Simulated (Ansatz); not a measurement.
Rb3Sn:

```
CELL_PARAMETERS angstrom
0.00000 4.65858 4.65858
4.65858 0.00000 4.65858
4.65858 4.65858 0.00000
ATOMIC_POSITIONS crystal
Sn 0.00000 0.00000 0.00000
Rb 0.50000 0.50000 0.50000
Rb 0.75000 0.75000 0.75000
Rb 0.25000 0.25000 0.25000
```

The cell comes from a database or a generator and needn't be the stable form of this composition.

```yaml
Program: Ansatz 0.2.0
Task: single point
Functional: PBE
Potentials_or_basis: Ansatz PAW
Cutoff: "420 eV (not typed: the program's choice for these potentials)"
k_mesh: 5 × 5 × 5
Occupations: fermi-dirac, width 0.05 eV
Spin: no spin polarisation
```

On this cell: pressure 0.0 GPa; largest force zero by symmetry; band gap on the k mesh none (metal or under the smearing width).

The same run follows on a disturbed copy (atoms moved at random, drawn with an rms of 0.05 Å):

```
Sn Rb
1.0
     0.00000    4.65858    4.65858
     4.65858    0.00000    4.65858
     4.65858    4.65858    0.00000
Sn Rb
1 3
Direct
  0.00208 0.99717 0.00524
  0.49649 0.49169 0.50348
  0.75122 0.74862 0.73903
  0.24848 0.25076 0.24816
```

Q: What changes?

A: The energy (extrapolated to zero smearing) moves by +1.1 meV/atom; pressure 0.0 GPa; largest force 0.079 eV/Å; band gap on the k mesh none (metal or under the smearing width).

Forces in eV/Å, atoms in the order of the input:
```
Sn  -0.030 -0.047  0.010
Rb  -0.009 -0.024  0.033
Rb   0.051  0.054 -0.026
Rb  -0.012  0.018 -0.018
```
